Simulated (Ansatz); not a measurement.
# BrClGeH4OSi: the cost of one run

All numbers below are computed with Ansatz 0.2.0 (RKS B3LYP/def2-SVP).

### 1 The structure to begin with

Bond lengths: O1–Si2 1.651 Å, Si2–Ge3 2.289 Å, Ge3–Cl4 2.187 Å, Ge3–Br5 2.325 Å, O1–H6 0.998 Å, Si2–H7 1.462 Å, Si2–H8 1.451 Å, Ge3–H9 1.563 Å. Angles: O1–Si2–Ge3 108.9°, O1–Si2–H7 111.1°, O1–Si2–H8 110.1°, Ge3–Si2–H7 108.2°, Ge3–Si2–H8 108.3°, H7–Si2–H8 110.2°, Si2–O1–H6 109.6°, Si2–Ge3–Cl4 111.7°, Si2–Ge3–Br5 110.5°, Si2–Ge3–H9 110.6°, Cl4–Ge3–Br5 109.3°, Cl4–Ge3–H9 104.9°, Br5–Ge3–H9 109.7°.

Coordinates:

```xyz
9

O    -2.0176    0.2500    0.0038
Si   -0.7590   -0.7969   -0.2111
Ge    1.2077    0.3633   -0.0476
Cl    1.4372    1.2938    1.9180
Br    1.3249    2.0025   -1.6929
H    -1.9472    0.6777    0.9027
H    -0.8129   -1.4187   -1.5335
H    -0.7741   -1.8154    0.8227
H     2.4295   -0.6026   -0.1793
```

### 2 Relaxing end A

input.yaml

```yaml
crystal:
  periodic: [false, false, false]
  atoms:
    - { symbol: O, position_ang: [-2.0176, 0.25, 0.0038] }
    - { symbol: Si, position_ang: [-0.759, -0.7969, -0.2111] }
    - { symbol: Ge, position_ang: [1.2077, 0.3633, -0.0476] }
    - { symbol: Cl, position_ang: [1.4372, 1.2938, 1.918] }
    - { symbol: Br, position_ang: [1.3249, 2.0025, -1.6929] }
    - { symbol: H, position_ang: [-1.9472, 0.6777, 0.9027] }
    - { symbol: H, position_ang: [-0.8129, -1.4187, -1.5335] }
    - { symbol: H, position_ang: [-0.7741, -1.8154, 0.8227] }
    - { symbol: H, position_ang: [2.4295, -0.6026, -0.1793] }
basis:
  gaussian: { orbitals: def2-SVP }
hamiltonian:
  xc: b3lyp
relax:
  f_tol: 0.015
  max_steps: 40
```

On the command line:

```sh
$ ansatz run input.yaml --threads 2 --pin off --max-ram 3072MiB --backend cpu --events-out ev --progress --plain --runs-dir out
```

What time and memory should one allow on 2 threads of Arm Neoverse V2, shared host?

About 95 s, with a peak of 0.4 GiB.
